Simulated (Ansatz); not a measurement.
# NaLaMnMoO6 (Cm) in Ansatz: reference runs

Reference runs on NaLaMnMoO6: the cell as given and a disturbed copy.

All numbers are computed with Ansatz 0.2.0; they aren't measurements. Logs are shortened: lines on timing, memory, paths and dates and some standing lists are left out, and cuts for length are marked.

**1. The crystal as given**

It takes space group Cm (No. 8, monoclinic). The conventional cell has a = 9.956 Å, b = 5.763 Å, c = 5.524 Å, α = 90.00°, β = 123.42°, γ = 90.00°. Around Na (site symmetry m) lie 5 O at 2.28 to 2.46 Å. La (site symmetry m) is surrounded by 5 O at 2.26 to 2.50 Å. Mn (site symmetry m) is surrounded by 5 O at 2.05 to 2.20 Å. Mo (site symmetry m) is surrounded by 6 O at 1.91 to 1.95 Å. Around O (site symmetry m) lie 1 Mo at 1.93 Å and 1 Mn at 2.05 Å. O (site symmetry 1) is surrounded by 1 Mo at 1.93 Å and 1 Mn at 2.19 Å. O (site symmetry 1) is surrounded by 1 Mo at 1.95 Å and 1 Mn at 2.20 Å. O (site symmetry m) is surrounded by 1 Mo at 1.91 Å.

The cell was built by a generator and needn't be a form met in nature.

**2. Single point, PBE, collinear spin, ferromagnetic start**

The input, input.yaml:

```yaml
crystal:
  lattice:
    - [4.97775, -2.88146, 0.02055]
    - [4.97775, 2.88146, 0.02055]
    - [-3.06086, 0.0, 4.59785]
  atoms:
    - { symbol: Na, position: [0.99482, 0.99482, 0.49994] }
    - { symbol: La, position: [0.75307, 0.75307, 0.78825] }
    - { symbol: Mn, position: [0.25016, 0.25016, 0.19811], spin: 4.0 }
    - { symbol: Mo, position: [0.49867, 0.49867, 0.99722], spin: 1.0 }
    - { symbol: O, position: [0.30338, 0.30338, 0.61396] }
    - { symbol: O, position: [0.32902, 0.8285, 0.87649] }
    - { symbol: O, position: [0.19558, 0.6363, 0.15354] }
    - { symbol: O, position: [0.6363, 0.19558, 0.15354] }
    - { symbol: O, position: [0.8285, 0.32902, 0.87649] }
    - { symbol: O, position: [0.7105, 0.7105, 0.34246] }
hamiltonian:
  xc: pbe
  pseudopotentials: { kind: paw }
magnetization:
  spin_polarized: true
kpoints:
  mp_grid: { grid: [6, 6, 6] }
scf:
  occupations: { method: fermi_dirac, width: 0.05 }
output:
  forces: true
  stress: true
  eigenvalues: true
  write_density: true
  write_potential: true
  elf: true
  volumetric_format: npy
```

Potentials or basis: Ansatz PAW.

Launch:

```console
$ ansatz run input.yaml --threads 8 --pin off --max-ram 20480MiB --backend cpu --events-out ev --progress --plain --runs-dir out
```

Standard output:

```text
Warning: RAYON_NUM_THREADS=8 ignored (pool sized by the plan → 8); use --threads N
Engine: ansatz 0.2.0, aarch64-unknown-linux-gnu
Pseudopotentials: kind: paw
Pseudopotential: Na, paw, valence charge 9, recommended cutoff 420 eV (normal), Na.paw.azcp
Pseudopotential: La, paw, valence charge 11, recommended cutoff 420 eV (normal), La.paw.azcp
Pseudopotential: Mn, paw, valence charge 15, recommended cutoff 420 eV (normal), Mn.paw.azcp
Pseudopotential: Mo, paw, valence charge 14, recommended cutoff 420 eV (normal), Mo.paw.azcp
Pseudopotential: O, paw, valence charge 6, recommended cutoff 420 eV (normal), O.paw.azcp
Functional definition: PBE
  parameter kappa = 0.804
  parameter beta = 0.06672455060314922
  exchange = pbe_x(kappa = kappa, mu = beta*pi^2/3)
  correlation = pbe_c(beta = beta)
Crystal: 10 atoms, lattice volume = 132.258 Å³
Basis set: ecut = 420 eV, 2607 PW (Γ), exchange–correlation on 80×80×80 points (8 copies of the dense FFT grid, shifted against one another)
Bands: 55, of which v1, the nominal top of the filled ones, is band 43 counted from 1 (42 counted from 0)
Symmetry: 2 space group operations
Space group: Cm (ITA 8), of the structure as read, at distance tolerance 5.1e-5 Å
Magnetic group: BNS 8.32 (UNI 39), of the structure as read, at distance tolerance 5.1e-5 Å
k-points: 68 of 216 (time reversal used)
Non-local potential: Na, projectors of the file, l = 0: 3, l = 1: 2, l = 2: 1
Non-local potential: La, projectors of the file, l = 0: 3, l = 1: 2, l = 2: 2, l = 3: 3
Non-local potential: Mn, projectors of the file, l = 0: 3, l = 1: 2, l = 2: 3, l = 3: 1
Non-local potential: Mo, projectors of the file, l = 0: 3, l = 1: 2, l = 2: 2, l = 3: 1
Non-local potential: O, projectors of the file, l = 0: 2, l = 1: 2, l = 2: 1
PAW form: soft (Blöchl's): semilocal exchange-correlation on the pseudo side does not see the compensation charge
PAW one-centre angular grid: Na, 110 points (default); XC on 64 Gauss nodes
PAW one-centre angular grid: La, 590 points (default); XC on 64 Gauss nodes
PAW one-centre angular grid: Mn, 590 points (default); XC on 64 Gauss nodes
PAW one-centre angular grid: Mo, 590 points (default); XC on 64 Gauss nodes
PAW one-centre angular grid: O, 110 points (default); XC on 64 Gauss nodes
Initial density: superposition of atomic densities (chi_scale 0.1, normalization cell, long waves kept (reshape's long-wave potential 0.01 eV rms))
Starting moments: Σ|m| = 5 μB on 2 of 10 sites
Initial wavefunctions: pseudopotential atomic-orbital guess
Functional: x = pbe(κ = 0.804, μ = 0.2195149727645171), c = pbe(β = 0.06672455060314922)
SCF iter   1: F=—  HF=-20005.897782 eV  |F-HF|=—  |Δ(HF+E_count)|=         —  Δρ=9.90e-2 (↑9.90e-2 ↓4.60e-2)  dr2=4.32e1  dr2_m=1.38e0  M=5.000 μB ∫|m|=5.003 μB  β_m=0.30  ethr=3.10e-3  ⟨swp⟩=6.0  Hψ=25600  notcnv=0
Mixer restart at iter 1: flushing history
preconditioner: auto → Resta (q_TF=auto, 2.534 Å⁻¹)  ε∞=6.7  [insulator: Δε(μ)=1.018 eV  Ē_g=10.948 eV  σ=0.050 eV  W_gap=1.00  n_scr=32 (ndim 8)  ℏωp=26.0 eV  f_vac=0.000  D(μ)=0.00/eV (n_scr^D=0)  ε∞_Penn≈6.7]
spin=Collinear: Resta preconditioning applied to the charge; magnetization (m = ρ↑ − ρ↓) channel mixes plain (no charge-response kernel on spin).
SCF iter   2: F=—  HF=-20004.709588 eV  |F-HF|=—  |Δ(HF+E_count)|=    1.19e0  Δρ=5.14e-2 (↑5.14e-2 ↓2.50e-2)  dr2=1.09e1  dr2_m=6.21e-1  M=5.000 μB ∫|m|=5.003 μB  β_m=0.43  ethr=3.10e-3  ⟨swp⟩=3.2  Hψ=17773  notcnv=0  defer=64
SCF iter   3: F=—  HF=-20002.757914 eV  |F-HF|=—  |Δ(HF+E_count)|=    1.95e0  Δρ=1.31e-2 (↑1.31e-2 ↓1.19e-2)  dr2=7.99e-1  dr2_m=2.80e-2  M=5.000 μB ∫|m|=5.007 μB  β_m=0.55  ethr=3.10e-3  ⟨swp⟩=3.5  Hψ=17533  notcnv=0  defer=283
SCF iter   4: F=—  HF=-20002.688226 eV  |F-HF|=—  |Δ(HF+E_count)|=   6.97e-2  Δρ=6.13e-3 (↑6.13e-3 ↓5.28e-3)  dr2=1.76e-1  dr2_m=2.30e-3  M=5.000 μB ∫|m|=5.011 μB  β_m=0.68  ethr=9.40e-4  ⟨swp⟩=4.1  Hψ=13482  notcnv=0  defer=594
SCF iter   5: F=—  HF=-20002.769544 eV  |F-HF|=—  |Δ(HF+E_count)|=   8.13e-2  Δρ=2.90e-3 (↑2.84e-3 ↓2.90e-3)  dr2=4.63e-2  dr2_m=3.64e-4  M=5.000 μB ∫|m|=5.013 μB  β_m=0.69  ethr=2.07e-4  ⟨swp⟩=4.2  Hψ=15064  notcnv=0  defer=539
SCF iter   6: F=—  HF=-20002.772601 eV  |F-HF|=—  |Δ(HF+E_count)|=   3.06e-3  Δρ=1.71e-3 (↑1.71e-3 ↓1.71e-3)  dr2=1.29e-2  dr2_m=6.60e-4  M=5.000 μB ∫|m|=5.014 μB  β_m=0.73  ethr=5.45e-5  ⟨swp⟩=2.7  Hψ=12229  notcnv=0  defer=533
SCF iter   7: F=—  HF=-20002.772954 eV  |F-HF|=—  |Δ(HF+E_count)|=   3.54e-4  Δρ=8.60e-4 (↑8.59e-4 ↓8.60e-4)  dr2=4.07e-3  dr2_m=4.97e-6  M=5.000 μB ∫|m|=5.014 μB  β_m=0.65  ethr=1.52e-5  ⟨swp⟩=2.0  Hψ=11888  notcnv=0  defer=533
SCF iter   8: F=—  HF=-20002.773004 eV  |F-HF|=—  |Δ(HF+E_count)|=   5.02e-5  Δρ=2.23e-4 (↑1.94e-4 ↓2.23e-4)  dr2=2.68e-4  dr2_m=3.61e-6  M=5.000 μB ∫|m|=5.014 μB  β_m=0.80  ethr=4.79e-6  ⟨swp⟩=2.0  Hψ=11198  notcnv=0  defer=533
SCF iter   9: F=—  HF=-20002.773159 eV  |F-HF|=—  |Δ(HF+E_count)|=   1.54e-4  Δρ=1.59e-4 (↑1.59e-4 ↓1.46e-4)  dr2=1.43e-4  dr2_m=6.66e-7  M=5.000 μB ∫|m|=5.014 μB  β_m=0.73  ethr=3.15e-7  ⟨swp⟩=2.0  Hψ=11951  notcnv=0  defer=532
SCF iter  10: F=—  HF=-20002.773177 eV  |F-HF|=—  |Δ(HF+E_count)|=   1.81e-5  Δρ=1.09e-4 (↑1.09e-4 ↓7.74e-5)  dr2=3.77e-5  dr2_m=1.14e-6  M=5.000 μB ∫|m|=5.014 μB  β_m=0.63  ethr=1.68e-7  ⟨swp⟩=2.0  Hψ=11900  notcnv=0  defer=532
SCF iter  11: F=—  HF=-20002.773174 eV  |F-HF|=—  |Δ(HF+E_count)|=   3.14e-6  Δρ=2.11e-5 (↑2.11e-5 ↓1.70e-5)  dr2=2.09e-6  dr2_m=6.79e-8  M=5.000 μB ∫|m|=5.014 μB  β_m=0.72  ethr=4.44e-8  ⟨swp⟩=2.0  Hψ=11541  notcnv=0  defer=532
SCF iter  12: F=—  HF=-20002.773175 eV  |F-HF|=—  |Δ(HF+E_count)|=   1.30e-6  Δρ=1.04e-5 (↑1.04e-5 ↓9.28e-6)  dr2=6.79e-7  dr2_m=3.57e-9  M=5.000 μB ∫|m|=5.014 μB  β_m=0.84  ethr=2.46e-9  ⟨swp⟩=2.0  Hψ=11196  notcnv=0  defer=532
SCF iter  13: F=—  HF=-20002.773175 eV  |F-HF|=—  |Δ(HF+E_count)|=   3.21e-7  Δρ=9.72e-6 (↑9.72e-6 ↓9.43e-6)  dr2=4.66e-7  dr2_m=7.61e-10  M=5.000 μB ∫|m|=5.014 μB  β_m=0.74  ethr=7.98e-10  ⟨swp⟩=2.1  Hψ=11564  notcnv=0  defer=532
SCF iter  14: F=-20002.773175 eV  HF=-20002.773175 eV  |F-HF|=3.62e-8  |Δ(HF+E_count)|=   2.43e-8  Δρ=4.65e-6 (↑4.65e-6 ↓3.26e-6)  dr2=8.42e-8  dr2_m=2.53e-9  M=5.000 μB ∫|m|=5.014 μB  ethr=1.18e-10  ⟨swp⟩=10.9  Hψ=57766  notcnv=0
SCF 1 converged in 14 iterations: F = -20002.773175 eV  dr2 = 8.42e-8
SCF converged after 14 iterations
Magnetization: 5.0000 μB (45.0000 up, 40.0000 down)
Absolute magnetization: 5.0139 μB (∫|ρ↑−ρ↓|, with the PAW one-centre terms)
Spin contamination: 0.0112 ħ² per cell (⟨S²⟩ above its minimum at these occupations)
Per-site moments (μB) at R_I (Å): [(0.0004641491327112892, 0.9397287604887511), (0.006173902193989389, 0.9309397218549476), (3.9123856344709216, 0.8470085746036821), (0.09226159266959252, 0.7885589158086568), (0.021130635465713744, 0.7964780466409165), (0.026217978781403514, 0.7974674252001343), (0.04515257771234948, 0.8062067899419498), (0.04515257771234933, 0.8062067899419498), (0.02621797878140342, 0.7974674252001343), (0.021969267041827084, 0.7885589158086568)]
Free energy (F): -20002.773175 eV
Harris-Foulkes:  -20002.773175 eV  (|F-HF|=3.62e-8)
Internal energy: -20002.773162 eV  (E = F + TS)
E sigma→0 (E₀):  -20002.773168 eV
Entropy (-TS):   -0.000014 eV (-0.001 meV/atom)
Fermi energy:    9.941472 eV
--- Per-component energies (eV) ---
  E_band       = -721.243598
  E_kinetic    = 2099.094974
  E_local      = -7328.782042  (includes V_loc(G=0)·N_el)
  E_nonlocal   = 890.629199
  E_hartree    = 2759.270406
  E_xc         = -915.544033
  E_vxc        = -1133.221293  (∫ρ·V_xc dr)
  E_paw        = -11134.079278  (= ΣΔE_a)
  E_vpaw       = -767.520884  (= ΣTr[D̂ρ^β])
  E_aug_tail   = 0.014392  (compensation charges beyond the density's cutoff)
  E_ewald      = -6373.376778
  E_smearing   = -0.000014  (= −TS)
  E_closure    = 0.000000  (closes the sum)
  Σ components = -20002.773175   (vs F -20002.773175, Δ=0.00e0)
--- Forces (eV/Å), atoms counted from 1 ---
  atom   1  Na    -0.00046198    -0.00000000    -0.00258249
  atom   2  La     0.00148207    -0.00000000    -0.00053475
  atom   3  Mn    -0.00036834     0.00000000     0.00089270
  atom   4  Mo     0.00046925     0.00000000     0.00075116
  atom   5  O      0.00034787    -0.00000000     0.00241110
  atom   6  O     -0.00000701    -0.00378214     0.00129636
  atom   7  O     -0.00023812    -0.00029196     0.00082438
  atom   8  O     -0.00023812     0.00029196     0.00082438
  atom   9  O     -0.00000701     0.00378214     0.00129636
  atom  10  O     -0.00095563     0.00000000    -0.00517731
  max |Σ_I F_I| component: 2.30e-5 eV/Å
--- Stress (GPa, compression-positive) ---
        0.014808       0.000000       0.000410
        0.000000      -0.006105      -0.000000
        0.000410      -0.000000      -0.000229
  P = ⅓ Tr σ = 0.0028 GPa (0.028 kbar)
--- Band table (eV; the first three rows and the last of 136) ---
  k-point 0 ↑: bands = ["-71.2682", "-53.4812", "-40.8161", "-40.0459", "-40.0130", "-40.0025", "-27.6196", "-27.5730", "-27.5589", "-22.0753", "-12.7888", "-12.7766", "-12.7634", "-9.1926", "-8.9192", "-8.8136", "-8.2533", "-7.8744", "-7.7913", "-5.6331", "-5.4063", "-5.0889", "3.6493", "3.7779", "3.8290", "4.1588", "4.2059", "4.2955", "5.4896", "5.8015", "5.9450", "6.1677", "6.3367", "6.4388", "6.4642", "6.8972", "6.9212", "6.9216", "7.0039", "7.7033", "8.0081", "8.6482", "8.9267", "8.9538", "9.4444", "10.4852", "10.7385", "11.0262", "12.5005", "12.8279", "12.8347", "12.8556", "12.9163", "12.9185", "13.0711"]
  k-point 1 ↑: bands = ["-71.2682", "-53.4812", "-40.8161", "-40.0459", "-40.0130", "-40.0025", "-27.6196", "-27.5730", "-27.5591", "-22.0744", "-12.7902", "-12.7768", "-12.7645", "-9.2963", "-8.9223", "-8.6479", "-8.2900", "-7.8759", "-7.8644", "-5.6101", "-5.3881", "-5.0066", "3.5305", "3.7698", "3.8073", "4.1806", "4.1999", "4.4002", "5.3734", "5.5926", "5.8362", "6.1999", "6.2752", "6.4333", "6.4659", "6.9054", "6.9429", "7.0275", "7.0885", "7.7916", "8.0669", "8.6093", "8.8403", "8.9222", "9.4461", "10.4715", "10.8496", "10.9795", "12.6926", "12.8101", "12.8568", "12.8584", "12.9008", "12.9152", "13.0558"]
  k-point 2 ↑: bands = ["-71.2682", "-53.4812", "-40.8161", "-40.0459", "-40.0130", "-40.0025", "-27.6196", "-27.5730", "-27.5594", "-22.0726", "-12.7933", "-12.7770", "-12.7667", "-9.3946", "-8.9284", "-8.4282", "-8.3685", "-7.9902", "-7.8788", "-5.5644", "-5.3515", "-4.8523", "3.3088", "3.7605", "3.8426", "4.1579", "4.2678", "4.5140", "5.0118", "5.4314", "5.5803", "6.1995", "6.2250", "6.4228", "6.5121", "6.9275", "7.0847", "7.0959", "7.2818", "7.7357", "8.1735", "8.5186", "8.7320", "8.9325", "9.4685", "10.4780", "10.8958", "11.0498", "12.7900", "12.8406", "12.8600", "12.8722", "12.8987", "12.9083", "13.0193"]
  k-point 67 ↓: bands = ["-66.4559", "-53.3675", "-40.8156", "-35.3362", "-35.3126", "-35.2669", "-27.5057", "-27.4485", "-27.4258", "-22.0626", "-12.7921", "-12.7786", "-12.7645", "-9.1853", "-8.9218", "-8.4720", "-8.3245", "-8.1678", "-7.7228", "-5.4663", "-5.2046", "-4.7893", "3.6449", "3.9160", "3.9725", "4.1358", "4.3292", "4.9056", "5.1385", "5.4905", "5.5495", "6.2177", "6.4200", "6.7595", "7.0136", "7.1224", "7.2209", "7.6139", "7.7130", "7.8524", "10.3804", "10.8044", "11.1525", "12.1655", "12.3285", "12.5757", "12.7196", "12.7600", "12.8376", "12.8776", "12.8812", "12.9166", "12.9657", "13.0219", "13.0932"]
```

Wall time 31 s (8 threads of Arm Neoverse V2, shared host); peak memory 1.2 GiB.

What came out:

* Free energy: -20002.7732 eV
* Pressure: 0.0 GPa
* Largest force: 0.005 eV/Å
* Band gap on the k mesh: 0.90 eV, indirect (least direct gap 0.98 eV)
* Net moment: 5.00 μB per cell
* Absolute moment: 5.01 μB per cell
* Site moments: Na +0.00; La +0.01; Mn +3.91; Mo +0.09; O +0.02, +0.03, +0.05 μB

Forces in eV/Å, atoms in the order of the input:
```
Na   0.000  0.000 -0.003
La   0.001  0.000 -0.001
Mn   0.000  0.000  0.001
Mo   0.000  0.000  0.001
O    0.000  0.000  0.002
O    0.000 -0.004  0.001
O    0.000  0.000  0.001
O    0.000  0.000  0.001
O    0.000  0.004  0.001
O   -0.001  0.000 -0.005
```

Caveat: the pressure holds a Pulay correction of +0.5 GPa for the finite cutoff; spin-orbit coupling is left out, which moves the levels of the heavy elements; a cell with one magnetic atom can't hold antiferromagnetic order, which such compounds often take.

**3. Single point, PBE, collinear spin, ferromagnetic start (atoms moved at random, drawn with an rms of 0.05 Å)**

The input, input.yaml:

```yaml
crystal:
  lattice:
    - [4.97775, -2.88146, 0.02055]
    - [4.97775, 2.88146, 0.02055]
    - [-3.06086, 0.0, 4.59785]
  atoms:
    - { symbol: Na, position: [0.988239, 0.999142, 0.492679] }
    - { symbol: La, position: [0.753414, 0.747872, 0.792605] }
    - { symbol: Mn, position: [0.244984, 0.246943, 0.194201], spin: 4.0 }
    - { symbol: Mo, position: [0.502653, 0.501554, 1.003455], spin: 1.0 }
    - { symbol: O, position: [0.304478, 0.302416, 0.611566] }
    - { symbol: O, position: [0.329283, 0.827321, 0.880998] }
    - { symbol: O, position: [0.196408, 0.632707, 0.155345] }
    - { symbol: O, position: [0.629165, 0.19121, 0.145479] }
    - { symbol: O, position: [0.82926, 0.332599, 0.879895] }
    - { symbol: O, position: [0.711854, 0.717618, 0.342447] }
hamiltonian:
  xc: pbe
  pseudopotentials: { kind: paw }
magnetization:
  spin_polarized: true
kpoints:
  mp_grid: { grid: [6, 6, 6] }
scf:
  occupations: { method: fermi_dirac, width: 0.05 }
output:
  forces: true
  stress: true
  eigenvalues: true
```

Potentials or basis: Ansatz PAW.

Launch:

```console
$ ansatz run input.yaml --threads 8 --pin off --max-ram 20480MiB --backend cpu --events-out ev --progress --plain --runs-dir out
```

Wall time 45 s (8 threads of Arm Neoverse V2, shared host); peak memory 1.4 GiB.

Results (log left out):

```yaml
Free_energy: -20002.7156 eV
Pressure: 0.1 GPa
Largest_force: 0.633 eV/Å
Band_gap_on_the_k_mesh: 0.85 eV, indirect (least direct gap 0.92 eV)
Net_moment: 5.00 μB per cell
Absolute_moment: 5.01 μB per cell
Site_moments: Na +0.00; La +0.01; Mn +3.89; Mo +0.10; O +0.03, +0.02, +0.04 μB
```

Forces in eV/Å, atoms in the order of the input:
```
Na  -0.027 -0.133  0.246
La   0.410  0.068 -0.293
Mn   0.103 -0.025  0.234
Mo  -0.532  0.156 -0.304
O    0.111  0.060  0.276
O    0.044  0.267 -0.277
O    0.163  0.049  0.023
O    0.213 -0.082  0.188
O   -0.039 -0.208 -0.148
O   -0.446 -0.152  0.055
```

Stress tensor (GPa, compression positive):
```
 0.28  0.26 -0.47
 0.26  0.75 -0.15
-0.47 -0.15 -0.74
```

Levels at points of the mesh, in eV from the valence-band top:
Spin up:
```csv
k point,band 41,band 42,band 43,band 44,band 45,band 46,band 47,band 48,band 49,band 50
"(0.00, 0.00, 0.00)",-1.46,-0.79,-0.56,-0.49,0.00,0.97,1.19,1.40,2.97,3.25
"(0.00, 0.00, -0.50)",-1.29,-1.01,-0.80,-0.47,-0.01,0.99,1.32,1.60,3.21,3.26
"(0.00, -0.50, 0.00)",-1.35,-0.95,-0.64,-0.58,-0.17,1.15,1.40,1.62,3.22,3.25
"(0.00, -0.50, -0.50)",-1.38,-1.02,-0.66,-0.52,-0.17,1.14,1.48,1.52,3.19,3.26
"(-0.50, 0.00, 0.00)",-1.33,-0.93,-0.64,-0.58,-0.18,1.14,1.41,1.59,3.21,3.25
"(-0.50, 0.00, -0.50)",-1.38,-1.01,-0.68,-0.53,-0.14,1.16,1.46,1.52,3.19,3.26
"(-0.50, -0.50, 0.00)",-1.51,-1.00,-0.70,-0.68,-0.15,0.96,1.38,1.78,3.19,3.23
"(-0.50, -0.50, -0.50)",-1.60,-0.77,-0.66,-0.52,-0.14,1.11,1.31,1.53,3.19,3.26
```
Spin down:
```tsv
k point	band 38	band 39	band 40	band 41	band 42	band 43
(0.00, 0.00, 0.00)	-2.32	-2.09	-1.70	0.92	1.32	1.42
(0.00, 0.00, -0.50)	-2.16	-1.99	-1.74	0.99	1.28	1.35
(0.00, -0.50, 0.00)	-2.26	-2.18	-1.62	1.15	1.39	1.53
(0.00, -0.50, -0.50)	-2.08	-1.82	-1.73	1.05	1.26	1.57
(-0.50, 0.00, 0.00)	-2.25	-2.14	-1.66	1.14	1.41	1.51
(-0.50, 0.00, -0.50)	-2.07	-1.81	-1.73	1.09	1.27	1.54
(-0.50, -0.50, 0.00)	-1.89	-1.85	-1.36	0.89	1.21	1.71
(-0.50, -0.50, -0.50)	-1.91	-1.73	-1.72	0.85	1.28	1.56
```

Caveat: the pressure holds a Pulay correction of +0.5 GPa for the finite cutoff; spin-orbit coupling is left out, which moves the levels of the heavy elements; a cell with one magnetic atom can't hold antiferromagnetic order, which such compounds often take. A k mesh can miss the band edges.
